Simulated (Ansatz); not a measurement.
Relaxation of a periodic cell of 40 atoms, CF4 (packed as 8 CF4, density as packed 1.61 g/cm³ with natural masses), to a largest force component of 0.3 eV/Å in at most 15 steps.

The calculation used DFT PBE, scalar-relativistic, plane waves, PAW in Ansatz 0.2.0. Settings: accuracy low, cutoff 420 eV, k mesh 1x1x1, fermi-dirac smearing 0.02 eV, no spin polarisation.

```xyz
40
Lattice="8.9959 0.0000 0.0000 0.0000 8.9959 0.0000 0.0000 0.0000 8.9959" Properties=species:S:1:pos:R:3
C 6.099 5.017 6.281
F 7.313 5.541 6.417
F 5.699 4.518 7.447
F 5.250 5.961 5.888
F 6.134 4.046 5.374
C 0.320 3.905 3.257
F 0.506 4.380 4.484
F 0.031 2.609 3.324
F -0.686 4.554 2.678
F 1.427 4.076 2.543
C 7.641 6.784 0.611
F 8.510 7.789 0.590
F 7.051 6.733 1.801
F 6.722 6.972 -0.331
F 8.280 5.641 0.384
C 3.151 1.306 7.299
F 3.105 2.059 8.393
F 2.474 0.181 7.507
F 2.607 1.968 6.282
F 4.416 1.016 7.013
C 1.666 8.936 2.368
F 2.621 9.486 3.112
F 1.588 7.636 2.638
F 0.502 9.516 2.641
F 1.954 9.105 1.082
C 2.811 6.261 0.030
F 3.567 6.938 0.888
F 2.026 5.421 0.698
F 2.062 7.109 -0.667
F 3.590 5.574 -0.799
C 5.377 2.164 2.946
F 5.567 0.908 3.340
F 6.542 2.699 2.595
F 4.551 2.181 1.905
F 4.849 2.866 3.943
C 8.100 1.302 7.385
F 8.168 1.710 6.122
F 7.070 0.475 7.528
F 9.224 0.670 7.707
F 7.939 2.354 8.182
```

Where does it end, and by what steps?

The run converged. The threshold is loose, so the end isn't yet a minimum. The force dipped under the threshold on the way, but the program's further checks kept it going. Limits of this set-up: coarse k mesh, low accuracy level. After 6 steps the energy has fallen by 1.448 eV; F9 moved furthest, 0.99 Å.

```json
{"step": "0", "energy less start (eV)": "0.0000", "largest force component (eV/Å)": "0.710", "accepted": "yes"}
{"step": "1", "energy less start (eV)": "-0.7104", "largest force component (eV/Å)": "0.271", "accepted": "yes"}
{"step": "2", "energy less start (eV)": "-1.0365", "largest force component (eV/Å)": "0.143", "accepted": "yes"}
{"step": "3", "energy less start (eV)": "-1.1925", "largest force component (eV/Å)": "0.299", "accepted": "yes"}
{"step": "4", "energy less start (eV)": "-1.3045", "largest force component (eV/Å)": "0.421", "accepted": "yes"}
{"step": "5", "energy less start (eV)": "-1.3856", "largest force component (eV/Å)": "0.328", "accepted": "yes"}
{"step": "6", "energy less start (eV)": "-1.4476", "largest force component (eV/Å)": "0.245", "accepted": "yes"}
```

```xyz
40
Lattice="8.9959 0.0000 0.0000 0.0000 8.9959 0.0000 0.0000 0.0000 8.9959" Properties=species:S:1:pos:R:3
C 6.362 5.329 5.924
F 7.506 5.972 6.187
F 6.022 4.573 6.974
F 5.398 6.221 5.682
F 6.528 4.547 4.851
C 0.862 4.146 3.823
F 1.060 4.599 5.065
F 0.293 2.936 3.872
F 0.057 4.986 3.164
F 2.037 4.061 3.190
C 7.137 6.661 0.863
F 8.141 7.547 0.840
F 6.604 6.624 2.087
F 6.201 7.029 -0.019
F 7.604 5.451 0.540
C 3.330 1.591 6.912
F 3.106 2.130 8.115
F 3.089 0.272 6.959
F 2.522 2.167 6.016
F 4.606 1.794 6.552
C 1.544 8.706 2.908
F 2.423 9.281 3.734
F 1.723 7.378 2.931
F 0.299 8.996 3.308
F 1.736 9.163 1.664
C 2.498 5.903 -0.404
F 3.351 6.566 0.382
F 1.810 5.023 0.330
F 1.655 6.768 -0.976
F 3.179 5.253 -1.353
C 5.395 1.914 2.587
F 5.762 0.726 3.086
F 6.485 2.634 2.307
F 4.684 1.724 1.469
F 4.649 2.566 3.482
C 8.032 1.427 7.567
F 8.008 1.927 6.327
F 7.011 0.581 7.724
F 9.184 0.775 7.762
F 7.929 2.422 8.454
```

Whether the end is a true minimum wasn't checked by a vibrational analysis.

Time of the run: 25 s on 2 threads of Intel(R) Xeon(R) CPU @ 2.80GHz (Skylake/Cascade Lake), with other jobs on the host, peak memory 0.76 GiB.
